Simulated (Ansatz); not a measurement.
**WNCl (triplet): wave-function methods side by side, def2-SVP**

One table from this session's results is given with a row withheld; the runs are named, their logs left out.

The runs use Ansatz 0.2.0, Gaussian basis; def2-SVP, core rule «outside noble gas», up to 10 orbitals frozen.

To be run: UHF; CCSD(T) on ROHF; CCSD(T) on UHF; CISD; CCSDT(Q) on ROHF; CCSDT(Q) on UHF.

4 further runs of the same task are left out: 1 that didn't finish, 3 set aside as unsound or not needed.

## What is computed

The geometry is a PBE0/def2-TZVP stationary point (not a proven minimum) of the parent state, kept for this charge and spin. No spin-orbit coupling is included. Elements past krypton take def2 core potentials.

3 atoms, charge 0, spin multiplicity 3.

Atoms are counted from 1 here; the program's logs count them from 0.

Bond lengths: W1–N2 1.752 Å, W1–Cl3 2.291 Å. Angles: N2–W1–Cl3 156.5°.

Set-up of the first run:

Input file in.yaml:

```yaml
crystal:
  periodic: [false, false, false]
  atoms:
    - {symbol: W, position_ang: [0.000000, -0.065512, -0.246664]}
    - {symbol: N, position_ang: [0.000000, 0.477417, -1.911902]}
    - {symbol: Cl, position_ang: [0.000000, 0.151094, 2.034417]}
basis:
  gaussian: {orbitals: def2-SVP}
magnetization: {spin_polarized: true, initial_magnetization: 2}
hamiltonian: {xc: hf}
output: {orbitals: {seedname: orbitals}}
```

The run is started by

```
$ ansatz run in.yaml --threads 1 --pin off --events-out ev --progress --plain --max-ram 4096MiB --backend cpu
```

Among the steps run: UHF; CCSD(T) on ROHF; CCSD(T) on UHF; CISD; CCSDT(Q) on ROHF; CCSDT(Q) on UHF.

One table of the session follows, with a row left open; its other results are not shown here.

```
   method  from RCCSDT(Q) (kJ/mol)
     ROHF                  +1333.6
      UHF                  +1141.4
     RMP2                    +43.9
     UMP2                   +179.1
    RCCSD                    +74.8
    UCCSD                    +54.7
 RCCSD(T)                    +18.1
 UCCSD(T)                        ?
   RCCSDT                     +1.0
   UCCSDT                     -4.6
RCCSDT(Q)                        0
UCCSDT(Q)                    -15.1
```

**Question.** Estimate the row for UCCSD(T).

**Answer.** from RCCSDT(Q) (kJ/mol): +7.4. In the column «from RCCSDT(Q) (kJ/mol)» it lies between RCCSDT (+1.0) and RCCSD(T) (+18.1).

Not comparable, so not listed: CISD (they don't share determinant, frozen orbitals or solution with the rows shown, or repeat one).

Caveats from the session: The determinant is far from a pure spin state, so its energy mixes those of several spin states (harmless only where they are near-degenerate, as at dissociation). The program flags RCCSD(T) as in doubt, so those rows may rest on another solution; read them beside their warnings. Warnings: spin contamination; large T1 diagnostic. Restricted and unrestricted rows rest on different reference determinants; where their highest levels disagree by more than a few hundredths of an eV, they describe different states and don't form one ladder.
